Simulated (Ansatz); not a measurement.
# HfSnSe4: the cost of one run

Program: Ansatz 0.2.0. Level of theory: DFT PBE, scalar-relativistic, plane waves, PAW. These are calculated values, not measurements.

1 further run of the same task is left out (set aside as unsound or not needed). Runs told in other sessions of the task aren't counted.

## Step 1: The structure to begin with

Symmetry: P2/m, No. 10, monoclinic system. The conventional cell has a = 6.750 Å, b = 3.781 Å, c = 7.115 Å, α = 90.00°, β = 91.33°, γ = 90.00°. Around Hf (site symmetry 2/m) lie 6 Se at 2.69 to 2.72 Å. Around Sn (site symmetry 2/m) lie 6 Se at 2.73 to 2.81 Å. Se (site symmetry m) is surrounded by 2 Hf at 2.69 Å and 1 Sn at 2.81 Å. Se (site symmetry m) has 1 Hf at 2.72 Å and 2 Sn at 2.73 Å in its first shell of neighbours.

As a file:

```
Hf Sn Se
1.0
     6.74981    0.00000    0.00000
     0.00000    3.78145    0.00000
    -0.16505    0.00000    7.11293
Hf Sn Se
1 1 4
Direct
  0.50000 0.50000 0.00000
  0.00000 0.00000 0.00000
  0.33740 0.00000 0.77603
  0.82267 0.50000 0.77717
  0.17733 0.50000 0.22283
  0.66260 0.00000 0.22397
```

It is the end of an earlier relaxation with the same method, from a generated guess; it needn't be the stable form of this composition. At a tolerance of 0.05 Å it has space group P2/m (No. 10); it has 30.26 Å³/atom, an uncorrected energy of -0.79 eV/atom over the elements.

## Step 2: Static run: bands, density of states and charges

Input file input.yaml:

```yaml
crystal:
  lattice:
    - [6.7498096, 0.0, 0.0]
    - [0.0, 3.7814498, 0.0]
    - [-0.1650483, 0.0, 7.1129297]
  atoms:
    - { symbol: Hf, position: [0.5, 0.5, 0.0] }
    - { symbol: Sn, position: [0.0, 0.0, 0.0] }
    - { symbol: Se, position: [0.337402, 0.0, 0.776026] }
    - { symbol: Se, position: [0.822669, 0.5, 0.777167] }
    - { symbol: Se, position: [0.177331, 0.5, 0.222833] }
    - { symbol: Se, position: [0.662598, 0.0, 0.223974] }
basis:
  ecutwfc: 420
kpoints:
  mp_grid: { grid: [6, 10, 6] }
  band_path:
    path:
      - [0.0, 0.0, 0.0]
      - [0.0, 0.5, 0.0]
      - [0.0, 0.5, 0.5]
      - [0.0, 0.0, 0.5]
      - [0.0, 0.0, 0.0]
      - [-0.5, 0.0, 0.5]
      - [-0.5, 0.5, 0.5]
      - [0.0, 0.5, 0.0]
      - [-0.5, 0.5, 0.0]
      - [-0.5, 0.0, 0.0]
      - [0.0, 0.0, 0.0]
    npoints: 14
hamiltonian:
  xc: pbe
scf:
  occupations: { method: gaussian, width: 0.1 }
  n_extra_bands: 15
output:
  forces: true
  stress: true
  eigenvalues: true
  populations: true
  dos: { projected: true, de: 0.02, nscf_kmesh: { grid: [8, 12, 8] } }
  bader: true
  write_density: true
  write_potential: true
  elf: true
  volumetric_format: npy
```

Command:

```console
ansatz run input.yaml --threads 4 --pin off --max-ram 8192MiB --backend cpu --events-out ev --progress --plain --runs-dir out
```

**Question.** How long does this run take on 4 threads of Arm Neoverse V2, shared host, and how much memory does it need?

About 86 s, with a peak of 1.9 GiB.
